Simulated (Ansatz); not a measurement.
# C2H6AlNO: the cost of one run

All numbers below are computed with Ansatz 0.2.0 (RKS PBE0-D4/def2-SVP).

### 1 The starting structure

Bond lengths: C1–Al2 1.931 Å, Al2–N3 1.882 Å, Al2–C4 1.976 Å, C4–O5 1.267 Å, C1–H6 1.103 Å, C1–H7 1.152 Å, C1–H8 1.102 Å, N3–H9 1.022 Å, N3–H10 1.068 Å, C4–H11 1.024 Å. Angles (14 of 15 angles, heavy atoms first): C1–Al2–N3 118.9°, C1–Al2–C4 122.4°, N3–Al2–C4 118.7°, Al2–C4–O5 117.6°, Al2–C1–H6 114.4°, Al2–C1–H7 110.4°, Al2–C1–H8 111.2°, Al2–N3–H9 110.5°, Al2–N3–H10 109.2°, Al2–C4–H11 121.2°, O5–C4–H11 120.5°, H6–C1–H7 106.1°, H6–C1–H8 109.0°, H7–C1–H8 105.2°.

Structure file:

```xyz
11

C    -1.1450    1.0722    0.5625
Al    0.2492   -0.1111   -0.0575
N     1.3844   -0.9188    1.2078
C     0.5525   -0.4768   -1.9758
O    -0.2642    0.0226   -2.8054
H    -1.1642    1.2199    1.6549
H    -1.0172    2.1200    0.0999
H    -2.1382    0.7279    0.2301
H     1.2684   -1.9343    1.1971
H     1.0850   -0.6224    2.1890
H     1.2547   -1.1563   -2.2821
```

### 2 End point A

Contents of input.yaml:

```yaml
crystal:
  periodic: [false, false, false]
  atoms:
    - { symbol: C, position_ang: [-1.145, 1.0722, 0.5625] }
    - { symbol: Al, position_ang: [0.2492, -0.1111, -0.0575] }
    - { symbol: "N", position_ang: [1.3844, -0.9188, 1.2078] }
    - { symbol: C, position_ang: [0.5525, -0.4768, -1.9758] }
    - { symbol: O, position_ang: [-0.2642, 0.0226, -2.8054] }
    - { symbol: H, position_ang: [-1.1642, 1.2199, 1.6549] }
    - { symbol: H, position_ang: [-1.0172, 2.12, 0.0999] }
    - { symbol: H, position_ang: [-2.1382, 0.7279, 0.2301] }
    - { symbol: H, position_ang: [1.2684, -1.9343, 1.1971] }
    - { symbol: H, position_ang: [1.085, -0.6224, 2.189] }
    - { symbol: H, position_ang: [1.2547, -1.1563, -2.2821] }
basis:
  gaussian: { orbitals: def2-SVP }
hamiltonian:
  xc: pbe0
  dispersion: d4
relax:
  f_tol: 0.015
  max_steps: 40
output:
  orbitals: {}
```

Run with:

```console
$ ansatz run input.yaml --threads 2 --pin off --max-ram 3072MiB --backend cpu --events-out ev --progress --plain --runs-dir out
```

Q: Estimate wall time and peak memory on 2 threads of Arm Neoverse V2, shared host.

About 31 s, with a peak of 0.22 GiB.
